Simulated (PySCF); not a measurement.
# F3H3NSm (Sm(F)3(NH3)-): the cost of one run

Computed with PySCF 2.14.0. Level: PBE0, Sm lcecp-0-SVP with ECP52, F def2-SVP, N def2-SVP, H def2-SVP; scalar-relativistic core potentials, no spin–orbit coupling.

1 further run of the same task is left out (for a known fault of the program).

### Step 1. Where the work starts

8 atoms, charge -1, spin multiplicity 1.

Bond lengths: Sm1–F2 2.268 Å, Sm1–F3 2.268 Å, Sm1–F4 2.268 Å, Sm1–N5 2.717 Å, N5–H6 1.020 Å, N5–H7 1.020 Å, N5–H8 1.020 Å. Angles: F2–Sm1–F3 109.5°, F2–Sm1–F4 109.5°, F2–Sm1–N5 109.5°, F3–Sm1–F4 109.5°, F3–Sm1–N5 109.5°, F4–Sm1–N5 109.5°, Sm1–N5–H6 113.0°, Sm1–N5–H7 113.0°, Sm1–N5–H8 113.0°, H6–N5–H7 105.8°, H6–N5–H8 105.8°, H7–N5–H8 105.8°.

Coordinates:

```xyz
8

Sm    0.0000    0.0000    0.0000
F     1.3096    1.3096    1.3096
F    -1.3096   -1.3096    1.3096
F     1.3096   -1.3096   -1.3096
N    -1.5689    1.5689   -1.5689
H    -2.1821    2.1821   -1.0319
H    -1.0319    2.1821   -2.1821
H    -2.1821    1.0319   -2.1821
```

Formal oxidation states: Sm +2. Each metal's 6 4f electrons lie in its core potential, so multiplicities, spins and levels count the valence alone.

### Step 2. SCF at the start, singlet

Input file run.py (the lines that set the calculation):

```python
mol = gto.M(atom='''
Sm     0.00000     0.00000     0.00000
F      1.30960     1.30960     1.30960
F     -1.30960    -1.30960     1.30960
F      1.30960    -1.30960    -1.30960
N     -1.56890     1.56890    -1.56890
H     -2.18210     2.18210    -1.03190
H     -1.03190     2.18210    -2.18210
H     -2.18210     1.03190    -2.18210''',
    basis={'Sm': 'lcecp-0-SVP', 'F': 'def2-SVP', 'N': 'def2-SVP', 'H': 'def2-SVP'},
    ecp={'Sm': 'lcecp-0-SVP'},
    charge=-1, spin=0)
mf = dft.RKS(mol, xc='PBE0')
mf.grids.atom_grid = (50, 194)  # f atoms: unpruned, at least (60, 302)
mf = mf.density_fit()  # fitting sets: Sm AutoAux, F def2-universal-JKFIT, N def2-universal-JKFIT, H def2-universal-JKFIT
mf.conv_tol = 1e-08; mf.max_cycle = 55
mf.kernel(dm0)  # dm0: free metal ions and neutral atoms
```

Command:

```
$ OMP_NUM_THREADS=2 python run.py
```

Q: Estimate wall time and peak memory on 2 threads of Arm Neoverse V1, shared host.

About 3 s, with a peak of 0.6 GiB.
